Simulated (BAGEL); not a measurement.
**A workflow on CH5GaO2 (SMILES [CH3][Ga]([OH])[OH])**

Wanted: the energy (HF/6-31G*), then a single-point energy (NEVPT2(2,2)/6-31G*) of CH5GaO2. 

The calculation is run with BAGEL 1.2.2.

2 further runs of the same task are left out: 2 set aside as unsound or not needed.

## (1) The system as given

CH5GaO2 has 9 atoms, charge 0, and is taken as a singlet. SMILES: `[CH3][Ga]([OH])[OH]`. One bond was lengthened or shortened from a relaxed shape.

Bond lengths: C1–Ga2 1.941 Å, Ga2–O3 1.791 Å, Ga2–O4 1.791 Å, C1–H5 1.090 Å, C1–H6 1.091 Å, C1–H7 1.091 Å, O3–H8 1.102 Å, O4–H9 0.959 Å. Some angles: C1–Ga2–O3 121.3°, C1–Ga2–O4 121.2°, O3–Ga2–O4 117.5°, Ga2–C1–H5 110.5°, Ga2–C1–H6 109.9°, Ga2–C1–H7 110.2°, Ga2–O3–H8 115.4°, Ga2–O4–H9 115.3°, H5–C1–H6 108.9°, H5–C1–H7 109.4°.

## (2) The energy at HF/6-31G(d) (density fitting with svp-jkfit, spherical functions) (run 1)

input.json

```json
{ "bagel": [

{
  "title": "molecule",
  "basis": "6-31gs.json",
  "df_basis": "svp-jkfit",
  "angstrom": "false",
  "geometry": [
    { "atom": "C", "xyz": [     0.29102160,     1.50353980,    -2.86791262 ] },
    { "atom": "Ga", "xyz": [    -0.01473608,    -0.23689796,     0.34556666 ] },
    { "atom": "O", "xyz": [     0.47697065,    -3.57623299,     0.58801852 ] },
    { "atom": "O", "xyz": [    -0.79594886,     1.43966706,     3.17996687 ] },
    { "atom": "H", "xyz": [     0.51835566,     0.15030693,    -4.40293715 ] },
    { "atom": "H", "xyz": [     1.92714648,     2.75888487,    -2.83484241 ] },
    { "atom": "H", "xyz": [    -1.38346472,     2.65494993,    -3.21411044 ] },
    { "atom": "H", "xyz": [     0.26682933,    -4.37377112,     2.50124150 ] },
    { "atom": "H", "xyz": [    -0.89988380,     0.42450619,     4.67700791 ] }
  ]
},

{
  "title": "hf"
},

{
  "title": "print",
  "file": "orbitals.molden",
  "orbitals": "true"
}

]}
```

The basis set 6-31G* is read from a file made from the Basis Set Exchange's data (not shown).

Run with:

```console
$ BAGEL_NUM_THREADS=1 BAGEL input.json > input.out
```

What it wrote:

```text
* using 1 threads per process

  ===============================================================
  ===============================================================

  *** Geometry ***

  { "atom" : "C", "xyz" : [      0.291022,      1.503540,     -2.867913 ] },
  { "atom" : "Ga", "xyz" : [     -0.014736,     -0.236898,      0.345567 ] },
  { "atom" : "O", "xyz" : [      0.476971,     -3.576233,      0.588019 ] },
  { "atom" : "O", "xyz" : [     -0.795949,      1.439667,      3.179967 ] },
  { "atom" : "H", "xyz" : [      0.518356,      0.150307,     -4.402937 ] },
  { "atom" : "H", "xyz" : [      1.927146,      2.758885,     -2.834842 ] },
  { "atom" : "H", "xyz" : [     -1.383465,      2.654950,     -3.214110 ] },
  { "atom" : "H", "xyz" : [      0.266829,     -4.373771,      2.501241 ] },
  { "atom" : "H", "xyz" : [     -0.899884,      0.424506,      4.677008 ] },

  Number of auxiliary basis functions:      585

  Since a DF basis is specified, we compute 2- and 3-index integrals:
    o Being stored without compression. Storage requirement is 0.033 GB

  Number of basis functions:       84
  Number of electrons      :       58

    * METHOD: MOLECULE                             0.28

  *** RHF ***

  === Nuclear Repulsion ===
   286.8211741499

      * DIIS with orbital gradients will be used.

  === RHF iteration (6-31gs.json) ===
      0      -2113.14700824          0.02606835           0.08
      1      -2113.33323956          0.01835881           0.07
      2      -2113.49441460          0.00154858           0.07
      3      -2113.49585592          0.00058675           0.07
      4      -2113.49604551          0.00012217           0.07
      5      -2113.49605558          0.00004086           0.07
      6      -2113.49605705          0.00001596           0.07
      7      -2113.49605735          0.00000385           0.07
      8      -2113.49605737          0.00000235           0.07
      9      -2113.49605737          0.00000052           0.07
     10      -2113.49605737          0.00000024           0.07
     11      -2113.49605737          0.00000010           0.07
     12      -2113.49605737          0.00000004           0.07
     13      -2113.49605737          0.00000002           0.07
     14      -2113.49605737          0.00000001           0.07
    * SCF iteration converged.

    * Permanent dipole moment:
           (    0.025144,     0.174846,    -0.325555) a.u.

    * METHOD: HF                                   1.29

    * METHOD: PRINT                                0.01

  ===============================================================
```

It took 1.8 s on 1 thread of AMD EPYC 9R45 (Zen 5), shared host; peak memory 0.15 GiB.

## (3) A single-point energy at NEVPT2(2,2)/6-31G(d) (density fitting with svp-jkfit, spherical functions) (run 2)

job.json

```json
{ "bagel": [

{
  "title": "molecule",
  "basis": "6-31gs.json",
  "df_basis": "svp-jkfit",
  "angstrom": false,
  "geometry": [
    { "atom": "C", "xyz": [     0.29102160,     1.50353980,    -2.86791262 ] },
    { "atom": "Ga", "xyz": [    -0.01473608,    -0.23689796,     0.34556666 ] },
    { "atom": "O", "xyz": [     0.47697065,    -3.57623299,     0.58801852 ] },
    { "atom": "O", "xyz": [    -0.79594886,     1.43966706,     3.17996687 ] },
    { "atom": "H", "xyz": [     0.51835566,     0.15030693,    -4.40293715 ] },
    { "atom": "H", "xyz": [     1.92714648,     2.75888487,    -2.83484241 ] },
    { "atom": "H", "xyz": [    -1.38346472,     2.65494993,    -3.21411044 ] },
    { "atom": "H", "xyz": [     0.26682933,    -4.37377112,     2.50124150 ] },
    { "atom": "H", "xyz": [    -0.89988380,     0.42450619,     4.67700791 ] }
  ]
},

{ "title": "hf" },

{ "title": "casscf", "nstate": 1, "nact": 2, "nclosed": 28, "active": [22, 35], "maxiter": 200, "natocc": true },

{ "title": "nevpt2", "nstate": 1, "nact": 2, "nclosed": 28, "active": [22, 35], "maxiter": 200, "natocc": true, "ncore": 12 },

{ "title": "print", "file": "orbitals.molden", "orbitals": true }

]}
```

The basis set 6-31G* is read from a file made from the Basis Set Exchange's data (not shown).

Run with:

```console
$ BAGEL_NUM_THREADS=1 BAGEL job.json > job.out
```

What it wrote:

```text
* using 1 threads per process

  ===============================================================
  ===============================================================

  *** Geometry ***

  { "atom" : "C", "xyz" : [      0.291022,      1.503540,     -2.867913 ] },
  { "atom" : "Ga", "xyz" : [     -0.014736,     -0.236898,      0.345567 ] },
  { "atom" : "O", "xyz" : [      0.476971,     -3.576233,      0.588019 ] },
[... 5 lines of this table left out ...]
  { "atom" : "H", "xyz" : [     -0.899884,      0.424506,      4.677008 ] },

  Number of auxiliary basis functions:      585

  Since a DF basis is specified, we compute 2- and 3-index integrals:
    o Being stored without compression. Storage requirement is 0.033 GB

  Number of basis functions:       84
  Number of electrons      :       58

    * METHOD: MOLECULE                             0.28

  *** RHF ***

[... 11 lines left out ...]
    * SCF iteration converged.
[... 1 line left out ...]
    * Permanent dipole moment:
[... 27 lines left out ...]
    * Second-order optimization converged. *

     guess   0:   closed 1.                   open ..

  === FCI iteration ===

      0  0     -2113.49550292     1.03e-01      0.00
      1  0     -2113.52309622     4.28e-03      0.00
      2  0 *   -2113.52317301     4.90e-16      0.00

     * ci vector, state   0, <S^2> = 0.0000
       2.     0.9910746248
       .2    -0.1333082443

    * METHOD: CASSCF                               5.22

    * freezing 12 orbitals

  === DF-NEVPT2 calculation ===

    * 3-index integral transformation done
    * assembly done

      NEVPT2 correlation energy:   -0.7167893878      0.15

          (+0)     -0.6379121839
          (+0)'    -0.0370050246
          (+1)     -0.0059148889
          (+1)'    -0.0000000000
          (+2)     -0.0006596232
          (-1)     -0.0309424781
          (-1)'     0.0000000000
          (-2)     -0.0043551892

      NEVPT2 total energy:       -2114.2399624007

    * METHOD: NEVPT2                               0.28

    * METHOD: PRINT                                0.01

  ===============================================================
```

Wall time 7.5 s (1 thread of AMD EPYC 9R45 (Zen 5), shared host); peak memory 0.15 GiB.

## (4) Results

| quantity | value |
| --- | --- |
| run 1, HF/6-31G*: total energy | -2113.49606 Eh |
| run 1, HF/6-31G*: dipole moment | 0.94 D |
| run 1, HF/6-31G*: HOMO energy | -11.98 eV |
| run 1, HF/6-31G*: LUMO energy | 2.60 eV |
| run 1, HF/6-31G*: HOMO–LUMO gap | 14.58 eV |
| run 2, NEVPT2(2,2)/6-31G*: total energy | -2114.23996 Eh |
